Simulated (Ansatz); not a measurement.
Cl2H2SSn, SMILES [SH][SnH]([Cl])[Cl], a rigid scan of one bond angle

Program: the Python package of Ansatz (0.2.0).

Typed at the interpreter:
```pycon
>>> import ansatz as az
>>> from ase import Atoms
>>> atoms = Atoms(["S", "Sn", "Cl", "Cl", "H", "H"], positions=[
...     (-0.3398, 0.526, -1.8379),
...     (0.1424, -0.3632, 0.313),
...     (-1.3718, 0.5034, 1.9115),
...     (0.0168, -2.6944, 0.2282),
...     (-0.193, 1.8783, -1.4036),
...     (1.7876, 0.0858, 0.7426),
... ])
>>> # relax first, so that the scan starts from a minimum
>>> first = (
...     az.Crystal.molecule_from_ase(atoms).calculation()
...     .basis(gaussian="def2-SVP")
...     .functional("b3lyp", dispersion="d4")
...     .relax(force_tolerance=0.02, max_steps=80)
... )
>>> atoms.positions = first.run().report["positions_ang"]
>>> rows = []
>>> for angle in [90, 100, 110, 120, 135, 150, 165, 179]:
...     bent = atoms.copy()
...     bent.set_angle(1, 0, 4, angle, indices=[4])
...     calc = az.Crystal.molecule_from_ase(bent).calculation()
...     calc = calc.basis(gaussian="def2-SVP")
...     calc = calc.functional("b3lyp", dispersion="d4")
...     rows.append((angle, calc.run().report["free_energy_ev"]))
...
>>> floor = min(e for _, e in rows)
>>> for angle, e in rows:
...     print(f"angle Sn1-S0-H4 = {angle:3d} deg   {1000 * (e - floor):9.1f} meV")
...
angle Sn1-S0-H4 =  90 deg         0.0 meV
angle Sn1-S0-H4 = 100 deg        21.4 meV
angle Sn1-S0-H4 = 110 deg       133.7 meV
angle Sn1-S0-H4 = 120 deg       325.8 meV
angle Sn1-S0-H4 = 135 deg       733.7 meV
angle Sn1-S0-H4 = 150 deg      1223.1 meV
angle Sn1-S0-H4 = 165 deg      1676.2 meV
angle Sn1-S0-H4 = 179 deg      1902.9 meV
```

Notes:
- The scan is rigid, and the energies are electronic, in a modest basis. The zero is the lowest point of the grid, which needn't be the minimum.
- def2 sets replace the cores of elements past krypton by effective core potentials.
- b3lyp holds the VWN-RPA fit, as in Gaussian; the form of ORCA and Turbomole is b3lyp5.
- It ran for 3.6 min on 1 thread of Arm Neoverse V1 (shared host), peak memory 0.29 GiB.
